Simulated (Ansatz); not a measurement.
# CH6Si: the cost of one run

Program: Ansatz 0.2.0, Gaussian basis. Level of theory: PBE0-D4/def2-TZVP structures, single points in def2-TZVPP, no counterpoise correction. These are calculated values, not measurements.

Levels: SPW92, PBE-D4, BLYP-D4, r2SCAN-D4, B97M-V, PBE0-D4, B3LYP-D4, r2SCAN0-D4, BHLYP-D4, CAM-B3LYP-D4, wB97X-V, wB97M-V, B2PLYP, PBE-QIDH, RPA on PBE, Hartree-Fock, MP2, CCSD, CCSD(T).

Correlated methods freeze the cores. B3LYP uses VWN-RPA correlation. B2PLYP carries no dispersion term here.

113 further runs of the same task are left out: 113 set aside as unsound or not needed.

## (1) Where the work starts

The complex: 14 atoms, charge 0, spin multiplicity 1.

Atoms are counted from 1 here; the program's logs count them from 0.

Bond lengths: Si1–C2 1.862 Å, Si1–H3 1.491 Å, Si1–H4 1.490 Å, Si1–H5 1.492 Å, C2–H10 1.092 Å, C2–H11 1.092 Å, C2–H12 1.092 Å, H6–N7 1.013 Å, N7–H13 1.013 Å, N7–H14 1.013 Å, H8–F9 0.969 Å. Angles: C2–Si1–H3 111.5°, C2–Si1–H4 112.1°, C2–Si1–H5 111.5°, H3–Si1–H4 107.2°, H3–Si1–H5 107.1°, H4–Si1–H5 107.2°, Si1–C2–H10 109.1°, Si1–C2–H11 110.8°, Si1–C2–H12 110.8°, H10–C2–H11 108.9°, H10–C2–H12 109.0°, H11–C2–H12 108.2°, H6–N7–H13 108.1°, H6–N7–H14 108.1°, H13–N7–H14 107.4°.

As a file:

```xyz
14
CH10FNSi
Si   -1.2515   -0.8160    0.3967
C    -0.5415   -0.4672    2.0826
H    -0.2911   -1.5763   -0.4541
H    -2.5042   -1.6184    0.4719
H    -1.5791    0.4448   -0.3295
H     1.6667    1.2528   -2.7618
N     1.0809    0.8067   -2.0666
H     1.5790    1.0341   -0.5475
F     1.8346    1.1426    0.3806
H     0.3719    0.1210    1.9718
H    -0.3030   -1.3978    2.6023
H    -1.2523    0.0932    2.6938
H     1.0503   -0.1853   -2.2699
H     0.1393    1.1660   -2.1702
```

Its parts: CH₆Si holds atoms 1, 2, 3, 4, 5, 10, 11, 12; NH₃ holds atoms 6, 7, 13, 14; HF holds atoms 8, 9. Each part counts its atoms afresh in its own runs.

## (2) Relaxing CH₆Si alone

relax-a/in.yaml reads:

```yaml
crystal:
  periodic: [false, false, false]
  atoms:
    - {symbol: Si, position_ang: [-1.251478, -0.816039, 0.396739]}
    - {symbol: C, position_ang: [-0.541470, -0.467204, 2.082564]}
    - {symbol: H, position_ang: [-0.291106, -1.576280, -0.454116]}
    - {symbol: H, position_ang: [-2.504203, -1.618444, 0.471878]}
    - {symbol: H, position_ang: [-1.579087, 0.444847, -0.329513]}
    - {symbol: H, position_ang: [0.371879, 0.121006, 1.971828]}
    - {symbol: H, position_ang: [-0.303013, -1.397786, 2.602320]}
    - {symbol: H, position_ang: [-1.252330, 0.093155, 2.693833]}
basis:
  gaussian: {orbitals: def2-TZVP}
hamiltonian: {xc: pbe0, dispersion: d4}
relax: {f_tol: 0.005, max_steps: 200}
```

Run with:

```console
$ ansatz run in.yaml --threads 8 --pin off --events-out ev --progress --plain --max-ram 19148MiB
```

**Question.** How long does this run take on 8 threads of AMD EPYC, shared host?

About 8 s.
